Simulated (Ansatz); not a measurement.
**CH₇AsN₂: one species, many methods**

How much do the methods differ for CH₇AsN₂? The plan is to run it at one geometry with functionals of several rungs and with coupled cluster, and see how far each lands from CCSD(T) at the basis-set limit for the atomisation energy.

Method: functionals in def2-TZVPP, the program's frozen cores in correlated methods; program: Ansatz 0.2.0, Gaussian basis.

Levels to be run: LDA (SPW92), PBE-D4, revPBE-D4, BLYP-D4, r2SCAN-D4, B97M-V, PBE0-D4, B3LYP-D4, r2SCANh-D4, r2SCAN0-D4, HSE06-D4, BHLYP-D4, CAM-B3LYP-D4, LC-ωPBE, ωB97X-V, ωB97M-V, B2PLYP, PBE-QIDH; CCSD(T)/def2-SVP; CCSD(T)/def2-TZVPP; MP2/def2-QZVPP; extrapolation to the limit; RPA on PBE.

### 1 Structure used throughout

All runs share one geometry, relaxed beforehand with PBE0-D4 in a triple-zeta def2 set.

SMILES `C[As](N)N`, 11 atoms, charge 0, spin multiplicity 1.

Atoms are counted from 1 here; the program's logs count them from 0.

Bond lengths: C1–As2 1.954 Å, C1–H5 1.091 Å, C1–H6 1.090 Å, C1–H7 1.093 Å, As2–N3 1.847 Å, As2–N4 1.861 Å, N3–H8 1.012 Å, N3–H9 1.014 Å, N4–H10 1.010 Å, N4–H11 1.011 Å. Angles: As2–C1–H5 109.6°, As2–C1–H6 109.0°, As2–C1–H7 110.3°, H5–C1–H6 109.4°, H5–C1–H7 109.5°, H6–C1–H7 109.0°, C1–As2–N3 94.7°, C1–As2–N4 96.4°, N3–As2–N4 102.3°, As2–N3–H8 110.9°, As2–N3–H9 112.8°, H8–N3–H9 108.0°, As2–N4–H10 112.6°, As2–N4–H11 114.8°, H10–N4–H11 109.2°.

### 2 LDA

This LDA is Slater exchange with PW92 correlation.

Contents of in.yaml:

```yaml
crystal:
  periodic: [false, false, false]
  atoms:
    - {symbol: C, position_ang: [-0.852997, 1.161168, 0.202330]}
    - {symbol: As, position_ang: [0.922966, 0.366059, 0.028807]}
    - {symbol: N, position_ang: [0.718168, -0.775083, 1.466195]}
    - {symbol: N, position_ang: [0.517603, -0.736309, -1.414965]}
    - {symbol: H, position_ang: [-1.028575, 1.850296, -0.624791]}
    - {symbol: H, position_ang: [-0.908142, 1.706067, 1.144396]}
    - {symbol: H, position_ang: [-1.619787, 0.382203, 0.197337]}
    - {symbol: H, position_ang: [1.571816, -1.287834, 1.644908]}
    - {symbol: H, position_ang: [-0.029061, -1.446914, 1.330162]}
    - {symbol: H, position_ang: [1.188772, -0.655804, -2.165587]}
    - {symbol: H, position_ang: [-0.415264, -0.620948, -1.788290]}
basis:
  gaussian: {orbitals: def2-TZVPP}
hamiltonian: {xc: lda}
output: {orbitals: {seedname: orbitals}}
```

After this run come: PBE-D4 (GGA); revPBE-D4 (GGA); BLYP-D4 (GGA); r2SCAN-D4 (meta-GGA); B97M-V (meta-GGA); PBE0-D4 (hybrid); B3LYP-D4 (hybrid); r2SCANh-D4 (hybrid); r2SCAN0-D4 (hybrid); HSE06-D4 (hybrid); BHLYP-D4 (hybrid); CAM-B3LYP-D4 (range-separated); LC-ωPBE (range-separated); ωB97X-V (range-separated); ωB97M-V (range-separated); B2PLYP (double hybrid); PBE-QIDH (double hybrid); CCSD(T) in def2-SVP; CCSD(T) in def2-TZVPP; MP2 in def2-QZVPP; RPA on PBE orbitals.

Q: Predict the results of all the runs planned. Wanted: atomisation energy, CCSD(T)/CBS; farthest beyond LDA; mean size of error, GGA; mean size of error, meta-GGA; mean size of error, hybrid; mean size of error, range-separated; mean size of error, double hybrid; gap, smallest and largest; T1 diagnostic.

**Answer**, as computed:

```
                               quantity                                                                                                       value
        atomisation energy, CCSD(T)/CBS                                                                                              877.4 kcal/mol
functionals within 8.8 kcal/mol (1.0 %)  revPBE-D4, r2SCAN-D4, B97M-V, PBE0-D4, B3LYP-D4, HSE06-D4, CAM-B3LYP-D4, LC-ωPBE, ωB97X-V, ωB97M-V, B2PLYP
                    farthest beyond LDA                                                                                   BHLYP-D4 (-25.6 kcal/mol)
                mean size of error, GGA                                                                                               10.8 kcal/mol
           mean size of error, meta-GGA                                                                                                3.0 kcal/mol
             mean size of error, hybrid                                                                                               11.0 kcal/mol
    mean size of error, range-separated                                                                                                7.0 kcal/mol
      mean size of error, double hybrid                                                                                               11.1 kcal/mol
              gap, smallest and largest                                                                       5.19 eV (BLYP-D4), 12.22 eV (LC-ωPBE)
                          T1 diagnostic                                                                                                      0.0108
triples share of the correlation energy                                                                                                       3.8 %
```

The LDA atomisation energy is off by 137.3 kcal/mol (16 %): it overbinds. PBE-D4 misses by +20.5 kcal/mol. Double hybrids carry the basis error of their MP2 part in triple zeta, and no dispersion term here, so their miss is partly the set-up's. The rungs meta-GGA, range-separated miss on average by less than the doubt on the reference (8.8 kcal/mol), so they tie. The reference freezes the cores and leaves out relativity and excitations past (T), and its outer-core shells are covered unevenly, so misses under about 8.8 kcal/mol can't be ranked. Hartree-Fock recovers 66 % of the binding; the rest is correlation. CCSD(T) in def2-SVP is off by -75.5 kcal/mol, more than most functionals: a good method in a small basis is no reference. Orbital gaps span 5.2 to 12.2 eV; exact exchange widens them. Correlated methods include outer-core shells of As, which these sets cover unevenly.
